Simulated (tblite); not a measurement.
# C4H13N3Si2: the cost of one run

The runs use tblite 0.8.0 and PySCF 2.14.0, with density-fitted response routines of our own; the level of theory stands in each step. All values are computed, except where a source is named. Atoms are numbered from 0 throughout.

## Step 1: The starting structure

22 atoms, charge 0, multiplicity 1; geometry from: force field or distance geometry start.

Bonds of the start (Å): C0–N1 1.47, N1–C2 1.26, C2–C3 1.50, C3–N4 1.28, N4–Si5 1.74, Si5–N6 1.70, N6–C7 1.47, N6–Si8 1.71, C0–H9 1.10, C0–H10 1.09, C0–H11 1.09, C2–H12 1.11, C3–H13 1.12, Si5–H14 1.48, Si5–H15 1.47, C7–H16 1.09, C7–H17 1.10, C7–H18 1.10, Si8–H19 1.48, Si8–H20 1.49, Si8–H21 1.48.

## Step 2: Geometry optimisation with GFN2-xTB

The job: settings as JSON, then the geometry in Å.

```
{"job": {"kind": "relax", "xc": "GFN2-xTB", "basis": "xTB"}, "charge": 0, "multiplicity": 1}
C      4.473800     1.255900     0.392900
N      3.346100     0.353700     0.133800
C      2.288600     0.922200    -0.264300
C      1.074300     0.093500    -0.563600
N      0.026300     0.660100    -1.028100
Si    -1.320700    -0.395300    -1.332200
N     -1.967200    -0.674900     0.215400
C     -2.233000     0.415200     1.163800
Si    -3.084700    -1.956700     0.001600
H      4.228200     2.311200     0.207400
H      5.308500     0.978400    -0.243400
H      4.777000     1.164500     1.439400
H      2.146000     2.009500    -0.426900
H      1.198000    -0.989300    -0.322500
H     -2.302700     0.317600    -2.176700
H     -0.788000    -1.628600    -1.937000
H     -1.349100     1.034300     1.329600
H     -3.050500     1.059600     0.812800
H     -2.520500     0.023100     2.152000
H     -3.606800    -2.311600     1.344500
H     -4.222500    -1.479800    -0.833600
H     -2.431400    -3.143200    -0.583000
```

Command:

```console
$ OMP_NUM_THREADS=1 python probes_run.py task.json out
```

One launch serves the whole session: the jobs run in the order shown.

**Question.** How long does this first job take on 1 thread of Arm Neoverse N1, shared host, and how much memory does it need?

About 2.6 s, with a peak of 0.18 GiB.
